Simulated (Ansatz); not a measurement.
**BF2HO (built from SMILES OB(F)F): functionals against CCSD(T) at one geometry**

Aim: energy, forces and dipole at a displaced guess of a reacting structure, from CCSD(T) and from density functionals.

The runs use Ansatz 0.2.0, Gaussian basis; single points in def2-TZVPP.

Cores are frozen in the correlated methods. B3LYP uses VWN-RPA correlation.

**1. Where the work starts**

5 atoms, charge 0, spin multiplicity 1.

Atoms are counted from 1 here; the program's logs count them from 0.

Bond lengths: B1–O3 1.243 Å, B1–H4 1.359 Å, B1–F5 1.414 Å, F2–H4 1.171 Å, O3–H4 1.247 Å. Angles: O3–B1–H4 57.0°, O3–B1–F5 147.7°, H4–B1–F5 154.4°, B1–O3–H4 66.2°, B1–H4–F2 87.9°, B1–H4–O3 56.8°, F2–H4–O3 143.6°.

Coordinates:

```xyz
5
charge 0, multiplicity 1
B    -0.1163    0.2814    0.3150
F     0.5242   -1.1738   -0.4442
O    -0.7182    0.7455   -0.6682
H    -0.0369   -0.2659   -0.9267
F     0.0787    0.2995    1.7155
```

**2. CCSD(T)/def2-TZVPP**

Input file run/in.yaml:

```yaml
crystal:
  periodic: [false, false, false]
  atoms:
    - {symbol: B, position_ang: [-0.116300, 0.281400, 0.315000]}
    - {symbol: F, position_ang: [0.524200, -1.173800, -0.444200]}
    - {symbol: O, position_ang: [-0.718200, 0.745500, -0.668200]}
    - {symbol: H, position_ang: [-0.036900, -0.265900, -0.926700]}
    - {symbol: F, position_ang: [0.078700, 0.299500, 1.715500]}
basis:
  gaussian: {orbitals: def2-TZVPP}
correlation: {method: ccsd_t}
output: {forces: true}
```

The command line of these runs was not kept.

**3. PBE0-D4/def2-TZVPP**

run/in.yaml, as its differences from that of step 2:

```diff
@@ -10,3 +10,3 @@
   gaussian: {orbitals: def2-TZVPP}
-correlation: {method: ccsd_t}
-output: {forces: true}
+hamiltonian: {xc: pbe0, dispersion: d4}
+output: {forces: true, orbitals: {seedname: orbitals}}
```

**4. wB97M-V/def2-TZVPP**

run/in.yaml, as its differences from that of step 3:

```diff
@@ -10,3 +10,3 @@
   gaussian: {orbitals: def2-TZVPP}
-hamiltonian: {xc: pbe0, dispersion: d4}
-output: {forces: true, orbitals: {seedname: orbitals}}
+hamiltonian: {xc: {name: wB97M-V}}
+output: {forces: true}
```

**5. r2SCAN-D4/def2-TZVPP**

run/in.yaml, as its differences from that of step 4:

```diff
@@ -10,3 +10,3 @@
   gaussian: {orbitals: def2-TZVPP}
-hamiltonian: {xc: {name: wB97M-V}}
+hamiltonian: {xc: r2scan, dispersion: d4}
 output: {forces: true}
```

**6. PBE-D4/def2-TZVPP**

run/in.yaml, as its differences from that of step 5:

```diff
@@ -10,3 +10,3 @@
   gaussian: {orbitals: def2-TZVPP}
-hamiltonian: {xc: r2scan, dispersion: d4}
+hamiltonian: {xc: pbe, dispersion: d4}
 output: {forces: true}
```

**7. B3LYP-D4/def2-TZVPP**

run/in.yaml, as its differences from that of step 6:

```diff
@@ -10,3 +10,3 @@
   gaussian: {orbitals: def2-TZVPP}
-hamiltonian: {xc: pbe, dispersion: d4}
+hamiltonian: {xc: {name: B3LYP}, dispersion: d4}
 output: {forces: true}
```

**8. BHLYP-D4/def2-TZVPP**

run/in.yaml, as its differences from that of step 7:

```diff
@@ -10,3 +10,3 @@
   gaussian: {orbitals: def2-TZVPP}
-hamiltonian: {xc: {name: B3LYP}, dispersion: d4}
+hamiltonian: {xc: {name: BHLYP}, dispersion: d4}
 output: {forces: true}
```

(Steps that only read results are left out.)

Before running it: what results should come out? Wanted: energy less free atoms, CCSD(T)/def2-TZVPP; RMS force component; RMS force error; HOMO and LUMO, PBE0-D4; T1 diagnostic.

The runs gave:

```
                                  quantity                                                                                             value
energy less free atoms, CCSD(T)/def2-TZVPP                                                                                        -20.003 eV
                       RMS force component                                                              2.249 to 2.414 eV/Å over the methods
                           RMS force error  PBE0-D4 0.199, wB97M-V 0.196, r2SCAN-D4 0.165, PBE-D4 0.341, B3LYP-D4 0.240, BHLYP-D4 0.551 eV/Å
                    HOMO and LUMO, PBE0-D4                                                                               -11.16 and -0.90 eV
                             T1 diagnostic                                                                                             0.015
```

In words: Against CCSD(T) the functionals' energies less atoms differ by -1.745 to +0.878 eV, PBE-D4 by -1.745 eV. CCSD(T) in triple zeta still lacks some correlation energy of the bonds, so part of these gaps is its own basis error and they don't rank the functionals. The forces of r2SCAN-D4 come nearest to CCSD(T), those of BHLYP-D4 are farthest. Frozen-core CCSD(T) forces in triple zeta carry basis errors of their own, and this is one geometry, so small gaps rank nothing.
